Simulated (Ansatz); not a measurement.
**C3H9GaO2: a ladder of functionals and wavefunction methods**

One table from this session's results is given with a row withheld; the runs are named, their logs left out.

Computed with Ansatz 0.2.0, Gaussian basis. Level: functionals in def2-TZVPP, the program's frozen cores in correlated methods.

The runs, in order: PBE-D4, r2SCAN-D4, PBE0-D4, B3LYP-D4, ωB97X-V, ωB97M-V, B2PLYP; CCSD(T)/def2-TZVPP; MP2/def2-QZVPP; extrapolation to the limit.

## The relaxed structure

An earlier PBE0-D4 in a triple-zeta def2 set relaxation fixed the geometry.

SMILES `C[CH](C)[Ga]([OH])[OH]`, 15 atoms, charge 0, spin multiplicity 1.

Atoms are counted from 1 here; the program's logs count them from 0.

Bond lengths: C1–C2 1.526 Å, C1–H7 1.092 Å, C1–H8 1.096 Å, C1–H9 1.094 Å, C2–C3 1.524 Å, C2–Ga4 1.970 Å, C2–H10 1.097 Å, C3–H11 1.093 Å, C3–H12 1.094 Å, C3–H13 1.096 Å, Ga4–O5 1.785 Å, Ga4–O6 1.794 Å, O5–H14 0.960 Å, O6–H15 0.959 Å. Angles: C2–C1–H7 112.1°, C2–C1–H8 110.5°, C2–C1–H9 111.6°, H7–C1–H8 107.9°, H7–C1–H9 107.5°, H8–C1–H9 107.0°, C1–C2–C3 112.0°, C1–C2–Ga4 110.9°, C1–C2–H10 108.1°, C3–C2–Ga4 112.4°, C3–C2–H10 108.5°, Ga4–C2–H10 104.5°, C2–C3–H11 112.4°, C2–C3–H12 111.7°, C2–C3–H13 110.7°, H11–C3–H12 107.6°, H11–C3–H13 107.3°, H12–C3–H13 107.0° and more.

Coordinates:

```
C     0.7095    1.3049    0.9335
C     0.6229    0.2313   -0.1478
C     1.2928   -1.0682    0.2818
Ga   -1.2427   -0.0385   -0.7217
O    -2.3317    1.3453   -1.0154
O    -2.0799   -1.5995   -1.0088
H     0.2458    2.2426    0.6203
H     1.7557    1.5145    1.1840
H     0.2167    0.9867    1.8571
H     1.1344    0.6073   -1.0425
H     1.2844   -1.8223   -0.5098
H     0.8043   -1.5040    1.1586
H     2.3399   -0.8929    0.5535
H    -3.2099    1.0706   -1.2895
H    -1.5422   -2.3780   -0.8534
```

Set-up of the first run:

in.yaml

```yaml
crystal:
  periodic: [false, false, false]
  atoms:
    - {symbol: C, position_ang: [0.709517, 1.304895, 0.933501]}
    - {symbol: C, position_ang: [0.622879, 0.231321, -0.147813]}
    - {symbol: C, position_ang: [1.292781, -1.068175, 0.281822]}
    - {symbol: Ga, position_ang: [-1.242667, -0.038491, -0.721651]}
    - {symbol: O, position_ang: [-2.331743, 1.345325, -1.015431]}
    - {symbol: O, position_ang: [-2.079907, -1.599484, -1.008765]}
    - {symbol: H, position_ang: [0.245767, 2.242578, 0.620316]}
    - {symbol: H, position_ang: [1.755740, 1.514471, 1.184013]}
    - {symbol: H, position_ang: [0.216737, 0.986714, 1.857080]}
    - {symbol: H, position_ang: [1.134445, 0.607341, -1.042470]}
    - {symbol: H, position_ang: [1.284388, -1.822267, -0.509835]}
    - {symbol: H, position_ang: [0.804331, -1.503967, 1.158650]}
    - {symbol: H, position_ang: [2.339876, -0.892878, 0.553541]}
    - {symbol: H, position_ang: [-3.209905, 1.070560, -1.289507]}
    - {symbol: H, position_ang: [-1.542250, -2.377952, -0.853440]}
basis:
  gaussian: {orbitals: def2-TZVPP}
hamiltonian: {xc: pbe, dispersion: d4}
output: {forces: true, orbitals: {seedname: orbitals}}
```

Run with:

```sh
$ ansatz run in.yaml --threads 2 --pin off --events-out ev --progress --plain --max-ram 22528MiB --backend cuda --devices 0, --max-vram 18GiB
```

Steps of the session up to this table: PBE-D4 (GGA); r2SCAN-D4 (meta-GGA); PBE0-D4 (hybrid); B3LYP-D4 (hybrid); ωB97X-V (range-separated); ωB97M-V (range-separated); B2PLYP (double hybrid); CCSD(T) in def2-TZVPP; MP2 in def2-QZVPP.

One of the session's tables, all rows but one given; the rest of the session is left out.

```
            method  atomisation energy (kcal/mol)
            PBE-D4                         1376.2
         r2SCAN-D4                         1357.5
           PBE0-D4                         1352.5
          B3LYP-D4                         1347.9
           ωB97X-V                         1355.2
           ωB97M-V                         1354.1
            B2PLYP                              ?
     HF/def2-TZVPP                          983.6
    MP2/def2-TZVPP                         1353.2
   CCSD/def2-TZVPP                         1309.7
CCSD(T)/def2-TZVPP                         1329.0
           MP2/CBS                         1384.7
       CCSD(T)/CBS                         1360.5
```

**Question.** Estimate the row for B2PLYP.

**Answer.** atomisation energy (kcal/mol): 1339.8. In the column «atomisation energy (kcal/mol)» it lies between CCSD(T)/def2-TZVPP (1329.0) and B3LYP-D4 (1347.9).
